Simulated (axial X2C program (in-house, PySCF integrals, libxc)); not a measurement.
# MnNa⁺: bond curves with and without spin–orbit coupling

Aim: find the lowest determinant of MnNa⁺, scan the bond at several levels and fit the constants, once spin-free and once with spin–orbit coupling.

Computed with an in-house X2C program for linear molecules on PySCF integrals. Level: all-electron X2C, Mn dyall-cv3z, Na dyall-cv3z.

All values are calculated.

## Step 1: The job

File task.json:

```json
{
 "zs": [
  25,
  11
 ],
 "q": 1,
 "bas": [
  "dyall-cv3z",
  "dyall-cv3z"
 ],
 "levels": [
  "PBE0",
  "HF",
  "TPSS"
 ],
 "cc": true,
 "r0": 2.74,
 "thr": -2.0,
 "nmax": 90,
 "npts": 10,
 "nst": 2,
 "ntry": 6
}
```

Keys: zs atomic numbers; q charge; bas basis sets; levels methods (HF also brings MP2); cc coupled cluster on or off; r0 starting distance in Å; thr threshold in hartree for freezing inner shells (an s shell follows its p shell); nmax most natural virtual spinors; npts points asked for on the curve; nst determinants followed; ntry starts of the search.

On the command line:

```bash
$ python so2c.py task.json out
```

Spin-free means the one-electron spin-free X2C Hamiltonian; two-component (2c) means X2C with spin–orbit coupling and atomic mean-field two-electron Coulomb and Gaunt terms. Basis: Mn dyall-cv3z contracted to [9s10p6d3f2g], Na dyall-cv3z contracted to [9s8p5d2f]; Gaussian nuclei, density fitting. Masses: Mn 54.938 u, Na 22.990 u.

Notation: σ, π±, δ± give the projection m of an orbital's angular momentum (0, ±1, ±2), α and β its spin, Λ and M_S the sums; ω is the projection of a spinor's total angular momentum and Ω the sum. Logs are in hartree.

The results follow Hamiltonian by Hamiltonian and level by level.

## Step 2: Search for the lowest determinant

PBE0 moves the distance from 2.740 Å to 3.210 Å and compares determinants there.

Spin-free determinants:

```
ΔE (eV)             state                                            open shells
   0.00  M_S = 5/2, Λ = 0           beyond closed shells: σα, π+α, π-α, δ+α, δ-α
   1.67  M_S = 7/2, Λ = 0       beyond closed shells: 3 × σα, π+α, π-α, δ+α, δ-α
   1.80  M_S = 5/2, Λ = 1  beyond closed shells: 2 × σα, π+α, π+β, π-α, δ+α, δ-α
   2.06  M_S = 5/2, Λ = 2  beyond closed shells: 2 × σα, π+α, π-α, δ+α, δ+β, δ-α
   2.17  M_S = 3/2, Λ = 0           beyond closed shells: σβ, π+α, π-α, δ+α, δ-α
   2.40  M_S = 3/2, Λ = 1          beyond closed shells: π+α, π+β, π-α, δ+α, δ-α
   2.68  M_S = 7/2, Λ = 1   beyond closed shells: 2 × σα, 2 × π+α, π-α, δ+α, δ-α
```

Two-component determinants:

| ΔE (eV) | state | open shells |
| --- | --- | --- |
| 0.00 | Ω = 5/2 | excess of +ω over −ω: ω = 5/2 |
| 1.67 | Ω = 7/2 | excess of +ω over −ω: 2 × ω = 1/2, ω = 5/2 |
| 1.81 | Ω = 3/2 | excess of +ω over −ω: ω = 1/2, ω = -3/2, ω = 5/2 |
| 2.02 | Ω = 9/2 | excess of +ω over −ω: ω = 1/2, ω = 3/2, ω = 5/2 |
| 2.08 | Ω = 1/2 | excess of +ω over −ω: ω = 1/2 |
| 2.17 | Ω = 3/2 | excess of +ω over −ω: 2 × ω = -1/2, ω = 5/2 |
| 2.41 | Ω = 1/2 | excess of +ω over −ω: ω = -1/2, ω = -3/2, ω = 5/2 |

## Step 3: PBE0, spin-free

State followed: M_S = 5/2, Λ = 0 (beyond closed shells: σα, π+α, π-α, δ+α, δ-α). The scan is laid around 3.210 Å, a first estimate of the minimum, and this SCF restarts from the orbitals of the search.

The SCF at the reference distance of 3.210 Å:

```text
spin-free X2C-1e  PBE0
basis functions 180  fitting functions 922  grid points 5088
iter        total energy     max residual
   1      -1320.585775435     1.69e-05
   2      -1320.585775436     2.27e-05
   3      -1320.585775439     2.94e-06
   4      -1320.585775440     2.16e-06
converged
one-electron -1907.17937660  Coulomb 607.87750308  exact exchange -16.33172971  xc functional -50.28666847  nuclear repulsion 45.33449626
```

Along the bond, energies from the lowest point:

```tsv
R (Å)	E (eV)	μ (D)	HOMO (eV)	LUMO (eV)	iterations
2.793	0.1327	4.35	-10.33	-6.32	11
2.921	0.0546	4.69	-10.21	-6.24	11
3.017	0.0211	4.96	-10.12	-6.23	11
3.114	0.0040	5.25	-10.02	-6.22	9
3.210	0.0000	5.55	-9.93	-6.20	4
3.322	0.0075	5.91	-9.82	-6.19	10
3.435	0.0250	6.28	-9.71	-6.17	10
3.579	0.0575	6.78	-9.57	-6.15	10
3.756	0.1065	7.41	-9.40	-6.14	10
4.013	0.1857	8.37	-9.16	-6.20	11
```

Dipoles are positive if Na is the positive end and refer to the centre of mass.

Outer orbitals at the reference distance:

```csv
symmetry,occupied,ε (eV),atomic character
δ-α,yes,-15.21,100% Mn d
δ+α,yes,-15.21,100% Mn d
π-α,yes,-15.17,100% Mn d
π+α,yes,-15.17,100% Mn d
σα,yes,-15.13,100% Mn d
σα,yes,-10.83,"76% Mn s, 11% Na p, 9% Na s"
σβ,yes,-9.93,"55% Mn s, 21% Na s, 13% Na p"
σα,no,-6.20,"50% Mn p, 44% Na s, 5% Mn s"
σβ,no,-6.12,"36% Mn d, 22% Na s, 18% Mn p"
π+β,no,-5.86,"90% Mn d, 5% Na p, 2% Mn p"
π-β,no,-5.86,"90% Mn d, 5% Na p, 2% Mn p"
```

PBE0 fields in the half plane through the axis: z from -2.4 to 5.4 Å across, distance from the axis 0.15 to 2.25 Å upwards; Mn lies at z = 0 and Na at z = 3.210 Å; the ELF is damped to zero where the density is low.

log10 density (e/bohr³). Ten even steps from '0' (-5.59 ) to '9' (1.39 ):
```
122233333333333322222111000
122333344444433333222211100
223334444444444333332221100
233344455555444444333322110
233445555555544444444432211
334455666665555455665543211
334456678766555556777643211
334456789876555567898653211
```

ELF. Ten even steps from '0' (0.00 ) to '9' (0.94 ):
```
000012345567765310000000000
000134455678999741000000000
001344444568999830000000000
013443322347999610000000000
024432222124899300010000000
134422234322698101564100000
244322488742597006898510000
244322767662486028729620000
```

Re = 3.198 Å, ωe = 135.8 cm⁻¹, Be = 0.1017 cm⁻¹, De = 0.715 eV, μ = 5.51 D.

## Step 4: HF, spin-free

The SCF at the reference distance of 3.210 Å:

```text
spin-free X2C-1e  HF
basis functions 180  fitting functions 922  grid points 5088
iter        total energy     max residual
   1      -1319.294296096     1.06e-01
   2      -1319.313354902     1.04e-02
   3      -1319.315068634     5.59e-03
   4      -1319.315597948     3.14e-03
   5      -1319.315808399     1.60e-03
   6      -1319.315968531     8.90e-04
   7      -1319.316081246     7.84e-04
   8      -1319.316177516     6.02e-04
   9      -1319.316235212     1.07e-04
  10      -1319.316236077     3.08e-05
  11      -1319.316236131     1.15e-05
  12      -1319.316236136     3.70e-06
  13      -1319.316236138     1.13e-06
converged
one-electron -1907.37173804  Coulomb 608.17350703  exact exchange -65.45250139  xc functional 0.00000000  nuclear repulsion 45.33449626
```

Re = 3.479 Å, ωe = 113.5 cm⁻¹, ωexe = 0.436 cm⁻¹, Be = 0.08595 cm⁻¹, De = 0.666 eV, μ = 6.08 D.

## Step 5: TPSS, spin-free

The SCF at the reference distance of 3.210 Å:

```text
spin-free X2C-1e  TPSS
basis functions 180  fitting functions 922  grid points 5088
iter        total energy     max residual
   1      -1320.935525823     1.69e-02
   2      -1320.938804732     4.59e-03
   3      -1320.937295686     2.19e-02
   4      -1320.939480785     3.74e-03
   5      -1320.939582645     9.16e-04
   6      -1320.939587776     3.78e-04
   7      -1320.939589689     1.09e-04
   8      -1320.939589816     1.44e-05
   9      -1320.939589838     1.70e-05
  10      -1320.939589846     5.68e-06
  11      -1320.939589848     3.12e-06
converged
one-electron -1907.32770252  Coulomb 608.01344501  exact exchange 0.00000000  xc functional -66.95982860  nuclear repulsion 45.33449626
```

Re = 3.190 Å, ωe = 137.7 cm⁻¹, Be = 0.1022 cm⁻¹, De = 0.842 eV, μ = 5.44 D.

## Step 6: Correlated methods, spin-free

Correlated methods: 15 electrons correlated (frozen shells, counted by type: Mn 3 s, 2 p; Na 1 s), 285 virtual spinors in MP2, 90 natural virtuals in coupled cluster.

Output of the correlated part at 3.210 Å:

```text
correlated 15  virtual 285  natural virtual 90  E(MP2) -0.384248687  MP2 remainder -0.020290649
iter   CCSD correlation   residual
   1     -0.375756559   1.09e-01
   2     -0.384641975   6.20e-02
   3     -0.384955520   2.79e-02
   4     -0.385738809   1.38e-02
   5     -0.386086479   4.02e-03
   6     -0.386097868   9.81e-04
   7     -0.386099460   2.87e-04
   8     -0.386100429   9.41e-05
   9     -0.386100310   3.70e-05
  10     -0.386100785   1.44e-05
  11     -0.386100755   5.35e-06
  12     -0.386100796   2.00e-06
  13     -0.386100806   6.50e-07
(T) -0.005525800  T1 0.0499  D1 0.1641  max T2 0.142
```

T1 in the output is the amplitude norm over the root of the electron number; divide by √2 for the Lee–Taylor value.

MP2: No constants are quoted: the reference is strongly spin-contaminated.

CCSD: Re = 3.195 Å, ωe = 135.2 cm⁻¹, ωexe = 0.957 cm⁻¹, Be = 0.1019 cm⁻¹, De = 0.537 eV. T1 at Re = 0.035 (Lee–Taylor, the printed value over √2).

CCSD(T): Re = 3.183 Å, ωe = 136.5 cm⁻¹, ωexe = 0.975 cm⁻¹, Be = 0.1027 cm⁻¹, De = 0.501 eV. T1 at Re = 0.035 (Lee–Taylor, the printed value over √2).

## Step 7: A higher determinant, spin-free

State: M_S = 7/2, Λ = 0 (beyond closed shells: 3 × σα, π+α, π-α, δ+α, δ-α).

Output at the reference distance:

```text
spin-free X2C-1e  PBE0
basis functions 180  fitting functions 922  grid points 5088
iter        total energy     max residual
   1      -1320.524381890     2.02e-05
   2      -1320.524381899     1.63e-05
   3      -1320.524381903     3.93e-06
   4      -1320.524381903     2.16e-06
converged
one-electron -1906.10572508  Coulomb 606.89253496  exact exchange -16.34653415  xc functional -50.29915390  nuclear repulsion 45.33449626
```

```tsv
R (Å)	E above the lowest PBE0 point (eV)
2.793	2.101
2.921	1.924
3.017	1.820
3.114	1.737
3.210	1.671
3.322	1.611
3.435	1.568
3.579	1.531
3.756	1.509
```

No constants are quoted: the lowest point is the long end of the scan.

## Step 8: The spin-free curves together

Energy (eV) of the followed determinant, spin-free, from each level's lowest point:

```tsv
R (Å)	PBE0	HF	MP2 (spin-contaminated)	CCSD	CCSD(T)	TPSS
2.793	0.133	0.308	0.099	n/a	n/a	0.129
2.921	0.055	0.182	0.035	0.053	0.049	0.052
3.017	0.021	0.115	0.010	0.020	0.017	0.019
3.114	0.004	0.066	0.000	0.004	0.002	0.003
3.210	0.000	0.033	0.001	0.000	0.000	0.000
3.322	0.007	0.010	0.012	0.008	0.009	0.008
3.435	0.025	0.000	0.031	0.025	0.027	0.027
3.579	0.058	0.003	0.064	0.056	0.060	0.062
3.756	0.106	0.024	0.112	n/a	n/a	0.113
4.013	0.186	0.076	0.187	n/a	n/a	0.197
```

## Step 9: PBE0, 2c

State followed: Ω = 5/2 (excess of +ω over −ω: ω = 5/2). The scan is laid around 3.210 Å, a first estimate of the minimum, and this SCF restarts from the orbitals of the search.

The SCF at the reference distance of 3.210 Å:

```text
two-component X2C + atomic mean field  PBE0
basis functions 180  fitting functions 922  grid points 5088
iter        total energy     max residual
   1      -1320.279105282     6.75e-06
   2      -1320.279105282     5.70e-06
converged
one-electron -1906.41428990  Coulomb 607.72001192  exact exchange -16.32786469  xc functional -50.27469723  nuclear repulsion 45.33449626  atomic mean-field constant -0.31676165
```

Along the bond, energies from the lowest point:

```tsv
R (Å)	E (eV)	μ (D)	HOMO (eV)	LUMO (eV)	iterations
2.793	0.1328	4.35	-10.33	-6.32	11
2.921	0.0547	4.69	-10.21	-6.24	11
3.017	0.0211	4.96	-10.12	-6.23	11
3.114	0.0040	5.25	-10.02	-6.21	9
3.210	0.0000	5.55	-9.93	-6.20	2
3.322	0.0074	5.91	-9.82	-6.19	10
3.435	0.0249	6.28	-9.71	-6.17	10
3.579	0.0575	6.78	-9.57	-6.15	10
3.756	0.1064	7.41	-9.40	-6.14	10
4.013	0.1856	8.37	-9.16	-6.20	11
```

Dipoles are positive if Na is the positive end and refer to the centre of mass.

Outer spinors at the reference distance:

```tsv
ω	occupied	ε (eV)	atomic character	λ mixture
-3/2	yes	-15.26	100% Mn d	100% δ
-1/2	yes	-15.19	100% Mn d	100% π
5/2	yes	-15.17	100% Mn d	100% δ
3/2	yes	-15.15	100% Mn d	100% π
1/2	yes	-15.13	100% Mn d	100% σ
1/2	yes	-10.83	76% Mn s, 11% Na p, 9% Na s	100% σ
-1/2	yes	-9.93	55% Mn s, 21% Na s, 13% Na p	100% σ
1/2	no	-6.20	50% Mn p, 44% Na s, 5% Mn s	100% σ
-1/2	no	-6.13	36% Mn d, 22% Na s, 18% Mn s	100% σ
1/2	no	-5.87	91% Mn d, 5% Na p, 2% Mn p	100% π
-3/2	no	-5.85	90% Mn d, 5% Na p, 2% Mn p	100% π
```

PBE0 fields in the half plane through the axis: z from -2.4 to 5.4 Å across, distance from the axis 0.15 to 2.25 Å upwards; Mn lies at z = 0 and Na at z = 3.210 Å; the ELF is damped to zero where the density is low.

log10 density (e/bohr³). Ten even steps from '0' (-5.59 ) to '9' (1.39 ):
```
122233333333333322222111000
122333344444433333222211100
223334444444444333332221100
233344455554444444333322110
233445555555544444444432211
334455666665555455665543211
334456678766555556777643211
334456789876555567898653211
```

ELF. Ten even steps from '0' (0.00 ) to '9' (0.94 ):
```
000012345567765310000000000
000134455678999741000000000
001344444568999830000000000
013443322347999610000000000
024432222124899300010000000
134422234322698101564100000
244322488742597006898510000
244322767662486028729620000
```

Re = 3.198 Å, ωe = 135.8 cm⁻¹, Be = 0.1017 cm⁻¹, De = 0.715 eV, μ = 5.51 D.

## Step 10: HF, 2c

The SCF at the reference distance of 3.210 Å:

```text
two-component X2C + atomic mean field  HF
basis functions 180  fitting functions 922  grid points 5088
iter        total energy     max residual
   1      -1318.988002123     1.07e-01
   2      -1319.007064427     1.04e-02
   3      -1319.008783203     5.61e-03
   4      -1319.009315372     3.15e-03
   5      -1319.009526592     1.60e-03
   6      -1319.009686689     8.89e-04
   7      -1319.009799068     7.83e-04
   8      -1319.009895028     6.02e-04
   9      -1319.009952999     1.07e-04
  10      -1319.009953875     3.09e-05
  11      -1319.009953932     1.15e-05
  12      -1319.009953938     6.36e-06
  13      -1319.009953940     4.53e-06
  14      -1319.009953940     3.24e-06
  15      -1319.009953941     1.57e-06
converged
one-electron -1906.60541158  Coulomb 608.01475209  exact exchange -65.43702907  xc functional 0.00000000  nuclear repulsion 45.33449626  atomic mean-field constant -0.31676165
```

Re = 3.479 Å, ωe = 113.5 cm⁻¹, ωexe = 0.436 cm⁻¹, Be = 0.08594 cm⁻¹, De = 0.666 eV, μ = 6.08 D.

## Step 11: TPSS, 2c

The SCF at the reference distance of 3.210 Å:

```text
two-component X2C + atomic mean field  TPSS
basis functions 180  fitting functions 922  grid points 5088
iter        total energy     max residual
   1      -1320.628725584     1.69e-02
   2      -1320.632025778     4.49e-03
   3      -1320.630532353     2.19e-02
   4      -1320.632699538     3.79e-03
   5      -1320.632803156     9.23e-04
   6      -1320.632808332     3.87e-04
   7      -1320.632810319     1.07e-04
   8      -1320.632810447     1.44e-05
   9      -1320.632810469     1.75e-05
  10      -1320.632810477     5.70e-06
  11      -1320.632810479     3.20e-06
  12      -1320.632810479     1.03e-06
converged
one-electron -1906.56796815  Coulomb 607.86150091  exact exchange 0.00000000  xc functional -66.94407786  nuclear repulsion 45.33449626  atomic mean-field constant -0.31676165
```

Re = 3.190 Å, ωe = 137.7 cm⁻¹, Be = 0.1022 cm⁻¹, De = 0.843 eV, μ = 5.44 D.

## Step 12: MP2 and beyond, 2c

Correlated methods: 15 electrons correlated (frozen shells, counted by type: Mn 3 s, 2 p; Na 1 s), 285 virtual spinors in MP2, 90 natural virtuals in coupled cluster.

Output of the correlated part at 3.210 Å:

```text
correlated 15  virtual 285  natural virtual 90  E(MP2) -0.384177399  MP2 remainder -0.020296120
iter   CCSD correlation   residual
   1     -0.375684749   1.09e-01
   2     -0.384563256   6.19e-02
   3     -0.384875499   2.79e-02
   4     -0.385657944   1.38e-02
   5     -0.386005199   4.02e-03
   6     -0.386016575   9.82e-04
   7     -0.386018172   2.89e-04
   8     -0.386019122   9.65e-05
   9     -0.386018998   3.91e-05
  10     -0.386019479   1.61e-05
  11     -0.386019442   6.61e-06
  12     -0.386019489   2.77e-06
  13     -0.386019502   1.11e-06
(T) -0.005521209  T1 0.0499  D1 0.1639  max T2 0.134
```

MP2: No constants are quoted: the reference is strongly spin-contaminated.

CCSD: Re = 3.196 Å, ωe = 135.3 cm⁻¹, ωexe = 0.964 cm⁻¹, Be = 0.1019 cm⁻¹, De = 0.538 eV. T1 at Re = 0.035 (Lee–Taylor, the printed value over √2).

CCSD(T): Re = 3.183 Å, ωe = 136.6 cm⁻¹, ωexe = 0.982 cm⁻¹, Be = 0.1026 cm⁻¹, De = 0.502 eV. T1 at Re = 0.035 (Lee–Taylor, the printed value over √2).

## Step 13: A higher determinant, 2c

State: Ω = 7/2 (excess of +ω over −ω: 2 × ω = 1/2, ω = 5/2).

Output at the reference distance:

```text
two-component X2C + atomic mean field  PBE0
basis functions 180  fitting functions 922  grid points 5088
iter        total energy     max residual
   1      -1320.217664438     3.87e-05
   2      -1320.217664436     5.21e-05
   3      -1320.217664448     5.31e-06
   4      -1320.217664448     9.87e-07
converged
one-electron -1905.34434653  Coulomb 606.73875455  exact exchange -16.34261171  xc functional -50.28719538  nuclear repulsion 45.33449626  atomic mean-field constant -0.31676165
```

```tsv
R (Å)	E above the lowest PBE0 point (eV)
2.793	2.102
2.921	1.926
3.017	1.822
3.114	1.738
3.210	1.672
3.322	1.612
3.435	1.569
3.579	1.532
3.756	1.510
```

No constants are quoted: the lowest point is the long end of the scan.

## Step 14: The 2c curves together

Energy (eV) of the followed determinant, 2c, from each level's lowest point:

```tsv
R (Å)	PBE0	HF	MP2 (spin-contaminated)	CCSD	CCSD(T)	TPSS
2.793	0.133	0.308	0.099	n/a	n/a	0.129
2.921	0.055	0.182	0.035	0.054	0.049	0.052
3.017	0.021	0.115	0.010	0.020	0.018	0.019
3.114	0.004	0.066	0.000	0.004	0.003	0.003
3.210	0.000	0.033	0.001	0.000	0.000	0.000
3.322	0.007	0.010	0.012	0.008	0.009	0.008
3.435	0.025	0.000	0.031	0.025	0.027	0.027
3.579	0.057	0.003	0.064	0.056	0.060	0.062
3.756	0.106	0.024	0.111	n/a	n/a	0.113
4.013	0.186	0.076	0.186	n/a	n/a	0.197
```

Time for the job: 2.5 min (1 thread of Arm Neoverse V2, shared host); peak memory 0.96 GiB.

## Step 15: Results

Lowest determinant that the search found at its distance, spin-free: M_S = 5/2, Λ = 0 (beyond closed shells: σα, π+α, π-α, δ+α, δ-α).

Lowest determinant that the search found at its distance, 2c: Ω = 5/2 (excess of +ω over −ω: ω = 5/2).

| Hamiltonian | level | Re (Å) | ωe (cm⁻¹) | De (eV) | μ (D) |
| --- | --- | --- | --- | --- | --- |
| spin-free | PBE0 | 3.198 | 135.8 | 0.715 | 5.51 |
| spin-free | HF | 3.479 | 113.5 | 0.666 | 6.08 |
| spin-free | CCSD | 3.195 | 135.2 | 0.537 | n/a |
| spin-free | CCSD(T) | 3.183 | 136.5 | 0.501 | n/a |
| spin-free | TPSS | 3.190 | 137.7 | 0.842 | 5.44 |
| 2c | PBE0 | 3.198 | 135.8 | 0.715 | 5.51 |
| 2c | HF | 3.479 | 113.5 | 0.666 | 6.08 |
| 2c | CCSD | 3.196 | 135.3 | 0.538 | n/a |
| 2c | CCSD(T) | 3.183 | 136.6 | 0.502 | n/a |
| 2c | TPSS | 3.190 | 137.7 | 0.843 | 5.44 |

Dipoles are positive if Na is the positive end and refer to the centre of mass. No constants: spin-free MP2 (the reference is strongly spin-contaminated); 2c MP2 (the reference is strongly spin-contaminated).

Time per point (s) on 1 thread of Arm Neoverse V2, shared host (2c runs; CCSD comes with the CCSD(T) run); the times are rough: PBE0 0.36, HF 0.28, CCSD(T) 6.1, TPSS 0.5.

At CCSD(T), going from spin-free to two-component changes Re by 0 mÅ, ωe by 0.0 %; the spin-free picture holds up (part of it comes from the scalar share of the two-electron terms). De moves by 0.00 eV; both De rest on single-determinant atoms, which can miss part of an open shell's spin–orbit lowering.

De refers to Mn + Na+, each in the lowest determinant found, which need not be this curve's own limit. The state is a single determinant with fixed occupations, the lowest that a limited PBE0 search found. De is counted from the lowest determinant-based energies of the atoms at the same level, without counterpoise correction. Density functionals use the spin component along the axis (collinear). Coupled cluster ran in a truncated set of natural virtual spinors; the MP2 energy of the rest was added. The meta-GGAs lack a current-density term, which matters for open shells with orbital currents, atoms included. With several unpaired electrons one determinant need not be a pure state. The spin-free determinant is spin-contaminated at some levels. T1 at Re is 0.035 (Lee–Taylor), above the customary mark of 0.02.
